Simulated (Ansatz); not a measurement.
**ScPd: a single-point run**

Aim: a sound single-point run of ScPd. The structure is shown as the input types it.

Method: DFT, PBEsol, all-electron LAPW, scalar-relativistic, in Ansatz 0.2.0.

**1. The starting structure**

It takes space group Pm-3m (No. 221, cubic). The conventional cell has a = 2.769 Å, b = 2.769 Å, c = 2.769 Å, α = 90.00°, β = 90.00°, γ = 90.00°. Around Sc (site symmetry m-3m) lie 8 Pd at 2.40 Å. Pd (site symmetry m-3m) is surrounded by 8 Sc at 2.40 Å.

Structure file:

```
Sc Pd
1.0
     2.76899    0.00000    0.00000
     0.00000    2.76899    0.00000
     0.00000    0.00000    2.76899
Sc Pd
1 1
Direct
  0.50000 0.50000 0.50000
  0.00000 0.00000 0.00000
```

**2. The run**

File input.yaml:

```yaml
crystal:
  lattice:
    - [2.7689894402, 0.0, 0.0]
    - [0.0, 2.7689894402, 0.0]
    - [0.0, 0.0, 2.7689894402]
  atoms:
    - { symbol: Sc, position: [0.5, 0.5, 0.5] }
    - { symbol: Pd, position: [0.0, 0.0, 0.0] }
kpoints:
  mp_grid: { grid: [11, 11, 11] }
  band_path:
    path:
      - [0.0, 0.0, 0.0]
      - [0.0, 0.5, 0.0]
      - [0.5, 0.5, 0.0]
      - [0.0, 0.0, 0.0]
      - [0.5, 0.5, 0.5]
      - [0.0, 0.5, 0.0]
      - [0.5, 0.5, 0.5]
      - [0.5, 0.5, 0.0]
    npoints: 6
scf:
  occupations: { method: fermi_dirac, width: 0.05 }
  mixing: { algorithm: anderson, beta: 0.001, ndim: 1 }
  max_iter: 100
hamiltonian:
  xc: pbesol
  pseudopotentials: { kind: all_electron, lapw: { basis_error: 0.001 } }
output:
  forces: true
  stress: true
  eigenvalues: true
  populations: true
```

The run is started by

```bash
> ansatz run input.yaml --threads 1 --pin off --max-ram 2048MiB --backend cpu --events-out ev --progress --plain --runs-dir out
```

What happens when this is run?

This run ends as converged. It gives a pressure of 170 GPa, which is large; a structure far from rest gives such values too, whatever the setting.

Look at the input: scf.mixing.algorithm is anderson; scf.mixing.beta is 0.001; scf.mixing.ndim is 1. What could go wrong: mixing too weak. The residual crept for many cycles and then fell at once, which so weak a step can't do by itself: the program changed its mixing. Several mixing settings were changed at once, so this run can't tell how much each is to blame.

The test: delete scf.mixing.algorithm, scf.mixing.beta and scf.mixing.ndim (the default then holds).
